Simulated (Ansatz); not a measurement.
# C₂H₃BO: a ladder of functionals and wavefunction methods

An exercise on one series of results from a longer session: the logs are not shown, and one member is left open.

Computed with Ansatz 0.2.0, Gaussian basis. Level: functionals in def2-TZVPP, the program's frozen cores in correlated methods.

Plan: LDA (SPW92), PBE-D4, revPBE-D4, BLYP-D4, r2SCAN-D4, B97M-V, PBE0-D4, B3LYP-D4, r2SCANh-D4, r2SCAN0-D4, HSE06-D4, BHLYP-D4, CAM-B3LYP-D4, LC-ωPBE, ωB97X-V, ωB97M-V, B2PLYP, PBE-QIDH; CCSD(T)/def2-SVP; CCSD(T)/def2-TZVPP; MP2/def2-QZVPP; extrapolation to the limit; RPA on PBE.

## Structure used throughout

An earlier PBE0-D4 in a triple-zeta def2 set relaxation fixed the geometry.

7 atoms, charge 0, spin multiplicity 1.

Atoms are counted from 1 here; the program's logs count them from 0.

Bond lengths: B1–C2 1.390 Å, B1–H5 1.174 Å, C2–C3 1.461 Å, C2–H6 1.088 Å, C3–O4 1.210 Å, C3–H7 1.109 Å. Angles: C2–B1–H5 179.0°, B1–C2–C3 122.9°, B1–C2–H6 119.9°, C3–C2–H6 117.3°, C2–C3–O4 125.3°, C2–C3–H7 114.5°, O4–C3–H7 120.1°.

Set-up of the first run:

Contents of in.yaml:

```yaml
crystal:
  periodic: [false, false, false]
  atoms:
    - {symbol: B, position_ang: [-1.196158, 0.487025, -0.606199]}
    - {symbol: C, position_ang: [0.030988, 0.515966, 0.045191]}
    - {symbol: C, position_ang: [0.792660, -0.691694, 0.356050]}
    - {symbol: O, position_ang: [0.452535, -1.821748, 0.088657]}
    - {symbol: H, position_ang: [-2.234030, 0.482593, -1.155354]}
    - {symbol: H, position_ang: [0.462209, 1.468457, 0.346365]}
    - {symbol: H, position_ang: [1.753096, -0.508498, 0.879589]}
basis:
  gaussian: {orbitals: def2-TZVPP}
hamiltonian: {xc: lda}
output: {orbitals: {seedname: orbitals}}
```

The run is started by

```bash
> ansatz run in.yaml --threads 2 --pin off --events-out ev --progress --plain --max-ram 4352MiB
```

Among the steps run: LDA; PBE-D4 (GGA); revPBE-D4 (GGA); BLYP-D4 (GGA); r2SCAN-D4 (meta-GGA); B97M-V (meta-GGA); PBE0-D4 (hybrid); B3LYP-D4 (hybrid); r2SCANh-D4 (hybrid); r2SCAN0-D4 (hybrid); HSE06-D4 (hybrid); BHLYP-D4 (hybrid); CAM-B3LYP-D4 (range-separated); LC-ωPBE (range-separated); ωB97X-V (range-separated); ωB97M-V (range-separated); B2PLYP (double hybrid); PBE-QIDH (double hybrid).

One of the session's tables, all rows but one given; the rest of the session is left out.

It belongs to the step «Orbital energies across the functionals». 

| functional | HOMO (eV) | LUMO (eV) | gap (eV) |
| --- | --- | --- | --- |
| LDA (SPW92) | -5.83 | -3.53 | 2.30 |
| PBE-D4 | -5.69 | -3.23 | 2.46 |
| revPBE-D4 | -5.64 | -3.10 | 2.53 |
| BLYP-D4 | -5.62 | -3.10 | 2.52 |
| r2SCAN-D4 | -5.98 | -2.83 | 3.15 |
| B97M-V | -6.15 | -2.86 | 3.29 |
| PBE0-D4 | ? | ? | ? |
| B3LYP-D4 | -7.06 | -2.44 | 4.62 |
| r2SCANh-D4 | -6.59 | -2.48 | 4.11 |
| r2SCAN0-D4 | -7.50 | -1.95 | 5.55 |
| HSE06-D4 | -6.88 | -2.58 | 4.31 |
| BHLYP-D4 | -8.34 | -1.11 | 7.23 |
| CAM-B3LYP-D4 | -8.72 | -1.06 | 7.66 |
| LC-ωPBE | -10.05 | 0.22 | 10.27 |
| ωB97X-V | -9.67 | 0.10 | 9.78 |
| ωB97M-V | -9.58 | -0.14 | 9.44 |

Q: Estimate the row for PBE0-D4 from the others.

**Answer.** HOMO (eV): -7.29; LUMO (eV): -2.19; gap (eV): 5.10. In the column «HOMO (eV)» it lies between r2SCAN0-D4 (-7.50) and B3LYP-D4 (-7.06).
